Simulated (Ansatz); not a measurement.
# Si6Cl: the cost of one run

Method: DFT PBE, scalar-relativistic, plane waves, PAW, in Ansatz 0.2.0.

**1. The system as given**

It takes space group Pm (No. 6, monoclinic). Conventional cell: a = 5.470 Å, b = 7.735 Å, c = 21.724 Å, α = 90.00°, β = 90.00°, γ = 90.00°. Around Si (site symmetry 1) lie 3 Si at 2.34 to 2.37 Å. Si (site symmetry m) has 3 Si at 2.34 to 2.37 Å in its first shell of neighbours. Si (site symmetry m) has 4 Si at 2.33 to 2.35 Å in its first shell of neighbours. Si (site symmetry 1) has 4 Si at 2.33 to 2.35 Å in its first shell of neighbours. Si (site symmetry 1) has 3 Si at 2.31 to 2.33 Å in its first shell of neighbours. Around Si (site symmetry m) lie 3 Si at 2.31 to 2.33 Å and 1 Cl at 2.62 Å. Only part of the 11 independent sites is listed.

As a file:

```
Si Cl
1.0
     7.73507    0.00000    0.00000
     0.00000    5.46952    0.00000
     0.00000    0.00000   21.72384
Si Cl
12 2
Direct
  0.25000 0.00000 0.18413
  0.75000 0.00000 0.18413
  0.00000 0.25000 0.18413
  0.50000 0.25000 0.18413
  0.00000 0.50244 0.27104
  0.50000 0.50244 0.27104
  0.25000 0.74756 0.27104
  0.75000 0.74756 0.27104
  0.25000 0.00986 0.35555
  0.75000 0.00986 0.35555
  0.00000 0.24014 0.35555
  0.50000 0.24014 0.35555
  0.00000 0.83617 0.47523
  0.00000 0.18355 0.47523
```

This is the geometry of the first run shown, built on a cell relaxed beforehand with the same method.

**2. Plan of the line**

Atoms count from 1 in the order of the input.

Cl2 lies flat over one site of a rigid substrate while its bond length and height are varied.

- distance Cl13-Cl14: 8 values from 1.900 to 3.408 Å
- height of the Cl2 axis above the plane of Si9: 8 values from 0.80 to 3.60 Å

Nothing else is relaxed. Points are written as (first, second).

**3. The run at (1.900 Å, 2.60 Å)**

The cell repeats along c, and a dipole correction in the vacuum removes the field between the copies.

File input.yaml:

```yaml
crystal:
  lattice:
    - [7.7350714036, 0.0, 0.0]
    - [0.0, 5.4695214425, 0.0]
    - [0.0, 0.0, 21.7238418972]
  atoms:
    - { symbol: Si, position: [0.25, 0.0, 0.1841294933] }
    - { symbol: Si, position: [0.75, 0.0, 0.1841294933] }
    - { symbol: Si, position: [0.0, 0.25, 0.1841294933] }
    - { symbol: Si, position: [0.5, 0.25, 0.1841294933] }
    - { symbol: Si, position: [0.0, 0.5024402289, 0.2710384085] }
    - { symbol: Si, position: [0.5, 0.5024402289, 0.2710384085] }
    - { symbol: Si, position: [0.25, 0.7475597711, 0.2710384085] }
    - { symbol: Si, position: [0.75, 0.7475597711, 0.2710384085] }
    - { symbol: Si, position: [0.25, 0.0098635104, 0.3555467736] }
    - { symbol: Si, position: [0.75, 0.0098635104, 0.3555467736] }
    - { symbol: Si, position: [0.0, 0.2401364896, 0.3555467736] }
    - { symbol: Si, position: [0.5, 0.2401364896, 0.3555467736] }
    - { symbol: Cl, position: [0.0, 0.836173726, 0.4752309442] }
    - { symbol: Cl, position: [0.0, 1.1835532948, 0.4752309442] }
basis:
  ecutwfc: 420
kpoints:
  mp_grid: { grid: [4, 5, 1] }
hamiltonian:
  xc: pbe
  pseudopotentials: { kind: paw, azcp: { folder: soft_1 } }
scf:
  occupations: { method: gaussian, width: 0.05 }
output:
  forces: true
  eigenvalues: true
efield:
  axis: 3
  dipole_correction: true
  ramp_width: 0.04
```

Started as:

```sh
> ansatz run input.yaml --threads 1 --pin off --max-ram 3072MiB --backend cpu --events-out ev --progress --plain --runs-dir out
```

Q: Estimate wall time and peak memory on 1 thread of Arm Neoverse V2, shared host.

About 35 s, with a peak of 0.81 GiB.
